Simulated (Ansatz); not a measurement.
# Co (Cobalt): the cost of one run

Program: the Python package of Ansatz 0.2.0. The levels of theory stand in the script. These are calculated values, not measurements.

**1. The structure**

Symmetry: P6_3/mmc, No. 194, hexagonal system. The conventional cell has a = 2.507 Å, b = 2.507 Å, c = 4.070 Å, α = 90.00°, β = 90.00°, γ = 120.00°. Around Co (site symmetry -6m2) lie 12 Co at 2.50 to 2.51 Å.

The script holds or builds the structure itself.

**2. The script**

Input file run_lattice.py:

```python
"""Relaxed cell of Co under several functionals."""

import warnings

import ansatz as az
import numpy as np

def edges_and_angles(cell):
    cell = np.asarray(cell)
    a, b, c = np.linalg.norm(cell, axis=1)
    cosines = cell[1] @ cell[2] / (b * c), cell[0] @ cell[2] / (a * c), cell[0] @ cell[1] / (a * b)
    return (a, b, c, *np.degrees(np.arccos(cosines)))

warnings.simplefilter("ignore", az.DeckWarning)

structure = (
    az.Lattice.of([2.5074, 0.0, 0.0], [-1.2537, 2.17147, 0.0], [0.0, 0.0, 4.0699])
    .atom("Co", [1 / 3, 2 / 3, 0.25])
    .atom("Co", [2 / 3, 1 / 3, 0.75])
    .moments(Co=2.5)
)

calc = (
    structure.calculation()
    .spin("collinear")
    .occupations("fermi_dirac", width=0.1)
    .kpoints(12, 12, 7)
    .relax(cell=True)
)

levels = [("lda", "none"), ("pbe", "d3bj"), ("revpbe", "d3bj"), ("pbe", "d4")]
print("level            a       b       c    alpha   beta  gamma  V/atom  steps")
for name, dispersion in levels:
    seen = []
    run = calc.functional(name, dispersion=dispersion).session().plan()
    out = run.execute(on_event=lambda e: seen.append(e) if e["event"] == "relax_step" else None)
    cell = out.lattice.cell_ang
    label = name if dispersion == "none" else f"{name}+{dispersion}"
    print("{:13s} {:7.4f} {:7.4f} {:7.4f} {:6.2f} {:6.2f} {:6.2f}".format(label, *edges_and_angles(cell)), f"{abs(np.linalg.det(cell)) / len(out.lattice.sites):7.3f} {len(seen):5d}")
```

**3. Running it**

Started as:

```
python run_lattice.py
```

Q: Estimate wall time and peak memory on 1 thread of Arm Neoverse V2, shared host.

About 1.7 min, with a peak of 0.43 GiB.
